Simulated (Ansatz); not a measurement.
# Si₂Ge₃H₁₀: taking an electron away

One table from this session's results is given with a row withheld; the runs are named, their logs left out.

Computed with Ansatz 0.2.0, Gaussian basis. Level: unrestricted cation, the program's frozen cores in correlated methods.

The runs, in order: UKS PBE-D4/def2-TZVPP; UKS r2SCAN-D4/def2-TZVPP; UKS PBE0-D4/def2-TZVPP; UKS B3LYP-D4/def2-TZVPP; UKS wB97X-V/def2-TZVPP; UKS wB97M-V/def2-TZVPP; UKS B2PLYP/def2-TZVPP; UHF-CCSD(T)/def2-TZVPP; UHF-MP2/def2-QZVPP; extrapolation to the limit; then −ε(HOMO) from the neutral's earlier runs with LDA (SPW92), PBE-D4, revPBE-D4, BLYP-D4, r2SCAN-D4, B97M-V, PBE0-D4, B3LYP-D4, r2SCANh-D4, r2SCAN0-D4, HSE06-D4, BHLYP-D4, CAM-B3LYP-D4, LC-ωPBE, ωB97X-V, ωB97M-V.

## Structure used throughout

All runs share one geometry, relaxed beforehand with PBE0-D4 in a triple-zeta def2 set.

SMILES `[SiH2]1[GeH2][SiH2][GeH2][GeH2]1`, 15 atoms, charge 0, spin multiplicity 1.

Atoms are counted from 1 here; the program's logs count them from 0.

Bond lengths: Si1–Ge2 2.384 Å, Si1–Ge5 2.388 Å, Si1–H6 1.489 Å, Si1–H7 1.488 Å, Ge2–Si3 2.385 Å, Ge2–H8 1.541 Å, Ge2–H9 1.538 Å, Si3–Ge4 2.390 Å, Si3–H10 1.488 Å, Si3–H11 1.489 Å, Ge4–Ge5 2.443 Å, Ge4–H12 1.540 Å, Ge4–H13 1.539 Å, Ge5–H14 1.539 Å, Ge5–H15 1.540 Å. Angles: Ge2–Si1–Ge5 103.9°, Ge2–Si1–H6 108.7°, Ge2–Si1–H7 113.4°, Ge5–Si1–H6 109.1°, Ge5–Si1–H7 112.8°, H6–Si1–H7 108.8°, Si1–Ge2–Si3 102.7°, Si1–Ge2–H8 109.3°, Si1–Ge2–H9 113.5°, Si3–Ge2–H8 109.4°, Si3–Ge2–H9 113.4°, H8–Ge2–H9 108.4°, Ge2–Si3–Ge4 104.4°, Ge2–Si3–H10 113.2°, Ge2–Si3–H11 108.7°, Ge4–Si3–H10 112.5°, Ge4–Si3–H11 109.1°, H10–Si3–H11 108.7° and more.

Set-up of the first run:

in.yaml

```yaml
crystal:
  periodic: [false, false, false]
  atoms:
    - {symbol: Si, position_ang: [-1.257952, -0.870468, 1.292077]}
    - {symbol: Ge, position_ang: [0.078968, -1.960600, -0.354082]}
    - {symbol: Si, position_ang: [1.819678, -0.378545, -0.747988]}
    - {symbol: Ge, position_ang: [0.714819, 1.740804, -0.723017]}
    - {symbol: Ge, position_ang: [-1.340030, 1.399091, 0.553590]}
    - {symbol: H, position_ang: [-0.550063, -0.932771, 2.601074]}
    - {symbol: H, position_ang: [-2.608839, -1.473557, 1.449222]}
    - {symbol: H, position_ang: [-0.747824, -2.142099, -1.641976]}
    - {symbol: H, position_ang: [0.596540, -3.339450, 0.090404]}
    - {symbol: H, position_ang: [2.557064, -0.621845, -2.017039]}
    - {symbol: H, position_ang: [2.784978, -0.438473, 0.384618]}
    - {symbol: H, position_ang: [0.363558, 2.182025, -2.155726]}
    - {symbol: H, position_ang: [1.591775, 2.833661, -0.086460]}
    - {symbol: H, position_ang: [-1.448961, 2.390494, 1.725455]}
    - {symbol: H, position_ang: [-2.553709, 1.611743, -0.370142]}
basis:
  gaussian: {orbitals: def2-TZVPP}
total_charge: 1
magnetization: {spin_polarized: true, initial_magnetization: 1}
hamiltonian: {xc: pbe, dispersion: d4}
```

Among the steps run: Cation, UKS PBE-D4/def2-TZVPP; Cation, UKS r2SCAN-D4/def2-TZVPP; Cation, UKS PBE0-D4/def2-TZVPP; Cation, UKS B3LYP-D4/def2-TZVPP; Cation, UKS wB97X-V/def2-TZVPP; Cation, UKS wB97M-V/def2-TZVPP; Cation, UKS B2PLYP (frozen core)/def2-TZVPP; Cation, UHF-CCSD(T)/def2-TZVPP; Cation, UHF-MP2/def2-QZVPP.

One table of the session follows, with a row left open; its other results are not shown here.

It belongs to the step «Ionisation energies side by side». For comparison, −ε(HOMO) of the neutral from earlier runs:

| functional | −ε(HOMO) (eV) |
| --- | --- |
| LDA (SPW92) | 6.71 |
| PBE-D4 | 6.60 |
| revPBE-D4 | 6.55 |
| BLYP-D4 | 6.42 |
| r2SCAN-D4 | 6.84 |
| B97M-V | 6.94 |
| PBE0-D4 | 7.58 |
| B3LYP-D4 | 7.37 |
| r2SCANh-D4 | 7.20 |
| r2SCAN0-D4 | 7.74 |
| HSE06-D4 | 7.20 |
| BHLYP-D4 | 8.42 |
| CAM-B3LYP-D4 | 8.73 |
| LC-ωPBE | ? |
| ωB97X-V | 9.70 |
| ωB97M-V | 9.50 |

**Question.** Estimate the row for LC-ωPBE.

As computed: −ε(HOMO) (eV): 10.00. In the column «−ε(HOMO) (eV)» it is the highest.
